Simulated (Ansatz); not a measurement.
NbTe, space group P-6m2, a check of PAW against all-electron LAPW

Computed with the Ansatz DFT code, driven from Python.

Run as a notebook:

**Cell 1**
```python
import ansatz as az
from ase import Atoms
import numpy as np
import pandas as pd
```

**Cell 2**
```python
def count_gap(report):
    # lowest empty less highest filled band, counting bands; zero where they overlap
    return max(report.get("gap_by_band_count_ev") or 0.0, 0.0)
```

**Cell 3**
```python
atoms = Atoms(
    ["Nb", "Te"],
    scaled_positions=[
        (0.0, 0.0, 0.5),
        (2 / 3, 1 / 3, 0.0),
    ],
    cell=[
        (3.70297439, 0.0, 0.0),
        (-1.85148719, 3.20686989, 0.0),
        (0.0, 0.0, 3.694211),
    ],
    pbc=True,
)
system = az.Crystal.from_ase(atoms)
```

**Cell 4**
```python
len(system.resolved().sites)
```
Output:
```text
2
```

**Cell 5**
```python
calc = (
    system.calculation()
    .occupations("Fermi-Dirac", width=0.1)
    .kpoints(spacing=0.24)
    .functional("lda")
    .stress()
    .forces()
    .band_table()
)
variants = {
    "PAW": calc.pseudopotentials("paw"),
    "LAPW": calc.pseudopotentials("all_electron", lapw=True),
}
# totals differ by the cores that each treatment holds, so compare what does not depend on them
rows = []
for label, variant in variants.items():
    r = variant.run().report
    levels = np.array(r["eigenvalues_ev"][0]) - r["fermi_energy_ev"]
    print(label, "levels at the first k-point near E_F:", np.round(levels[np.abs(levels) < 5], 3))
    rows.append((label, r["n_electrons"], np.trace(r["stress_gpa"]) / 3, count_gap(r)))
print(pd.DataFrame(rows, columns=["treatment", "electrons in bands", "P GPa", "gap by band count eV"]).round(4).to_string(index=False))
```
Output:
```text
DeckWarning: basis.ecutwfc = 420 eV, auto-derived from the records' recommended cutoffs: set by Nb (normal level)
PAW levels at the first k-point near E_F: [-3.143 -3.143 -2.97  -2.333  0.147  0.147  2.431  2.431  2.772]
LAPW levels at the first k-point near E_F: [-3.144 -3.144 -2.971 -2.333  0.148  0.148  2.433  2.433  2.771]
treatment  electrons in bands   P GPa  gap by band count eV
      PAW                29.0 -7.3374                   0.0
     LAPW                53.0 -7.3218                   0.0
```

PAW gives -7.337 GPa and LAPW -7.322 GPa, 0.016 GPa apart. They took 4.5 and 43.3 s of processor time.

The computed bands are complete only to about 2.8 eV above the Fermi level. The mesh is modest for a metal, so energies can be off by several to tens of meV an atom and pressures by half a GPa or more; differences at equal mesh fare better. A gap by band count of zero or less means overlapping bands, a metal, and at an odd count of electrons it is no gap at all. At these settings the cell as given stands under about -7 GPa, so it isn't at this functional's equilibrium volume. The structure comes from a database of computed cells and needn't be a stable or known phase. Levels are Kohn-Sham eigenvalues on this mesh, without spin-orbit coupling. Warnings are shown shortened and without file and line. Pressure is positive in compression; the treatments may keep other shells as core, so totals and counts of electrons can differ. The whole script took 49 s on 1 thread of Arm Neoverse V2, on a shared host, peak memory 0.59 GiB.
